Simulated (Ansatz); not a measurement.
# ScB2Sb3: the cost of one run

Computed with Ansatz 0.2.0 (DFT PBE, scalar-relativistic, plane waves, PAW, unless a step's input says otherwise).

**1. The starting structure**

It takes space group P4/mmm (No. 123, tetragonal). Conventional cell: a = 3.396 Å, b = 3.396 Å, c = 10.281 Å, α = 90.00°, β = 90.00°, γ = 90.00°. Sc (site symmetry 4/mmm) is surrounded by 8 Sb at 2.92 Å and 2 B at 3.34 Å. B (site symmetry 4mm) has 8 Sb at 2.93 to 3.00 Å and 1 Sc at 3.34 Å in its first shell of neighbours. Around Sb (site symmetry 4mm) lie 4 Sc at 2.92 Å and 4 B at 2.93 Å and 6 Sb at 3.31 to 3.49 Å. Sb (site symmetry 4/mmm) is surrounded by 8 B at 3.00 Å and 6 Sb at 3.40 to 3.49 Å.

Structure file:

```xyz
6
Lattice="3.3959 0.0000 0.0000 0.0000 3.3959 0.0000 0.0000 0.0000 10.2815" Properties=species:S:1:pos:R:3 pbc="T T T"
Sc    1.6979    1.6979    0.0000
B     1.6979    1.6979    3.3397
B     1.6979    1.6979    6.9418
Sb    0.0000    0.0000    8.6268
Sb    0.0000    0.0000    1.6546
Sb    0.0000    0.0000    5.1407
```

Recipe of the guess: species swapped into a database cell of Li3Tl2Cd (P4/mmm, No. 123), with Sb on the Li sites, B on the Tl sites and Sc on the Cd sites. Its size is a rough estimate.

**2. A first look at the guess**

input.yaml reads:

```yaml
crystal:
  lattice:
    - [3.39587023, 0.0, 0.0]
    - [0.0, 3.39587023, 0.0]
    - [0.0, 0.0, 10.28145661]
  atoms:
    - { symbol: Sc, position: [0.5, 0.5, 0.0] }
    - { symbol: B, position: [0.5, 0.5, 0.32482469] }
    - { symbol: B, position: [0.5, 0.5, 0.67517531] }
    - { symbol: Sb, position: [0.0, 0.0, 0.83906811] }
    - { symbol: Sb, position: [0.0, 0.0, 0.16093189] }
    - { symbol: Sb, position: [0.0, 0.0, 0.5] }
basis:
  ecutwfc: 420
kpoints:
  mp_grid: { grid: [6, 6, 2] }
hamiltonian:
  xc: pbe
scf:
  occupations: { method: gaussian, width: 0.1 }
  lower_state_search: "off"
output:
  forces: true
  stress: true
  eigenvalues: true
```

Started as:

```console
ansatz run input.yaml --threads 1 --pin off --max-ram 2560MiB --backend cpu --events-out ev --progress --plain --runs-dir out
```

What time and memory should one allow on 1 thread of Intel Xeon at 2.70GHz, shared host?

About 4.3 s, with a peak of 0.43 GiB.
